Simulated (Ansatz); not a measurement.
## BiTe under changes of volume

One of the cells (33.725 Å³/atom); the others are scaled copies at fixed shape and fractional positions:

```
CELL_PARAMETERS angstrom
2.42271 1.39875 3.31729
-2.42271 1.39875 3.31729
0.00000 -2.79750 3.31729
ATOMIC_POSITIONS crystal
Bi 0.50000 0.50000 0.50000
Te 0.00000 0.00000 0.00000
```

The cell comes from a database or a generator and needn't be the stable form of this composition.

```yaml
Program: Ansatz 0.2.0
Functional: LDA
Potentials_or_basis: Ansatz PAW
Cutoff: "420 eV (not typed: the program's choice for these potentials)"
k_mesh: 7 × 7 × 7
Occupations: fermi-dirac, width 0.05 eV
Spin: no spin polarisation
```

```csv
volume (Å³/atom),energy over the lowest point (meV/atom),pressure (GPa)
31.701,0.00,-0.4
32.376,4.01,-1.5
33.050,12.51,-2.5
33.725,?,?
34.399,41.07,-4.2
35.074,60.26,-4.9
35.748,82.26,-5.5
```

What does the run at 33.725 Å³/atom give?

Energy over the lowest point 25.01 meV/atom; pressure -3.4 GPa.

Worked out: A Birch-Murnaghan fit of order 3 (a polynomial in V^(-2/3)) to the other rows has its minimum at 31.49 Å³/atom, just outside them, with B0 = V·E''(V) = 58 GPa and B' = 4.5 at fixed shape and positions, which overstates the stiffness. It gives 25.02 meV/atom at 33.725 Å³/atom, against the run's 25.01, and -dE/dV = -3.4 GPa, against -3.4.

Energies are extrapolated to zero smearing.

Caveats: the PAW data sets come from PBE, with cores solved anew for the run's functional, which leaves a small shift of forces and pressure.
